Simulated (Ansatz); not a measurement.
# Sc3Al: the cost of one run

Method: DFT PBEsol, scalar-relativistic, plane waves, PAW, in Ansatz 0.2.0.

1 further run of the same task is left out (set aside as unsound or not needed). Runs told in other sessions of the task aren't counted.

### Step 1. Starting point

Symmetry: Pm-3m, No. 221, cubic system. Conventional cell: a = 4.375 Å, b = 4.375 Å, c = 4.375 Å, α = 90.00°, β = 90.00°, γ = 90.00°. Sc (site symmetry 4/mmm) has 8 Sc at 3.09 Å and 4 Al at 3.09 Å in its first shell of neighbours. Around Al (site symmetry m-3m) lie 12 Sc at 3.09 Å.

Coordinates:

```cif
data_structure
_symmetry_space_group_name_H-M 'P 1'
_symmetry_Int_Tables_number 1
_cell_length_a 4.3748
_cell_length_b 4.3748
_cell_length_c 4.3748
_cell_angle_alpha 90.000
_cell_angle_beta 90.000
_cell_angle_gamma 90.000
_cell_volume 83.73
loop_
_atom_site_label
_atom_site_type_symbol
_atom_site_fract_x
_atom_site_fract_y
_atom_site_fract_z
_atom_site_occupancy
Sc1 Sc 0.50000 0.00000 0.50000 1
Sc2 Sc 0.00000 0.50000 0.50000 1
Sc3 Sc 0.50000 0.50000 0.00000 1
Al1 Al 0.00000 0.00000 0.00000 1
```

It goes back to an entry of the Materials Project, which need not be the stable form.

This cell was relaxed beforehand with the same method: volume 20.93 Å³/atom, gap on the mesh none (metal).

### Step 2. Setting up energy and stress against strain

The cell is strained by ε times the Voigt pattern (0, 0, 0, 1, 0, 0) (xx, yy, zz, yz, xz, xy; engineering shear), with fractional coordinates fixed (clamped ions). The stress on the pattern is the sum of the stress components weighted by it, tension positive.

### Step 3. At ε = -0.1000

Input file input.yaml:

```yaml
crystal:
  lattice:
    - [4.3747949981, 0.0, 0.0]
    - [0.0, 4.3747949981, -0.2187397499]
    - [0.0, -0.2187397499, 4.3747949981]
  atoms:
    - { symbol: Sc, position: [0.5, 0.0, 0.5] }
    - { symbol: Sc, position: [0.0, 0.5, 0.5] }
    - { symbol: Sc, position: [0.5, 0.5, 0.0] }
    - { symbol: Al, position: [0.0, 0.0, 0.0] }
basis:
  ecutwfc: 420
kpoints:
  mp_grid: { grid: [12, 12, 12] }
hamiltonian:
  xc: pbesol
scf:
  occupations: { method: gaussian, width: 0.15 }
output:
  forces: true
  stress: true
  eigenvalues: true
```

Run with:

```sh
> ansatz run input.yaml --threads 1 --pin off --max-ram 2560MiB --backend cpu --events-out ev --progress --plain --runs-dir out
```

What time and memory should one allow on 1 thread of Intel Xeon at 2.70GHz, shared host?

About 26 s, with a peak of 0.68 GiB.
